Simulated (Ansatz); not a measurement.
# C: the cost of one run

Computed with Ansatz 0.2.0 (reference: DFT, HSE06, plane waves, PAW, unless a step's input says otherwise).

5 further runs of the same task are left out: 5 that didn't finish.

## 1. Starting point

Symmetry: Fd-3m, No. 227, cubic system. Conventional cell: a = 3.560 Å, b = 3.560 Å, c = 3.560 Å, α = 90.00°, β = 90.00°, γ = 90.00°. Around C (site symmetry -43m) lie 4 C at 1.54 Å.

As a file:

```
CELL_PARAMETERS angstrom
0.00000 1.78012 1.78012
1.78012 0.00000 1.78012
1.78012 1.78012 0.00000
ATOMIC_POSITIONS crystal
C 0.00000 0.00000 0.00000
C 0.25000 0.25000 0.25000
```

## 2. Reference

File input.yaml:

```yaml
crystal:
  lattice:
    - [0.0, 1.7801241411, 1.7801241411]
    - [1.7801241411, 0.0, 1.7801241411]
    - [1.7801241411, 1.7801241411, 0.0]
  atoms:
    - { symbol: C, position: [0.0, 0.0, 0.0] }
    - { symbol: C, position: [0.25, 0.25, 0.25] }
kpoints:
  mp_grid: { grid: [6, 6, 6] }
hamiltonian:
  xc: hse06
scf:
  occupations: { method: fixed }
  n_extra_bands: 4
output:
  forces: true
  stress: true
  eigenvalues: true
```

Run with:

```bash
$ ansatz run input.yaml --threads 4 --pin off --max-ram 3686MiB --backend cpu --events-out ev --progress --plain --runs-dir out
```

Q: Estimate wall time and peak memory on 4 threads of Arm Neoverse V1, shared host.

About 1.6 s, with a peak of 0.36 GiB.
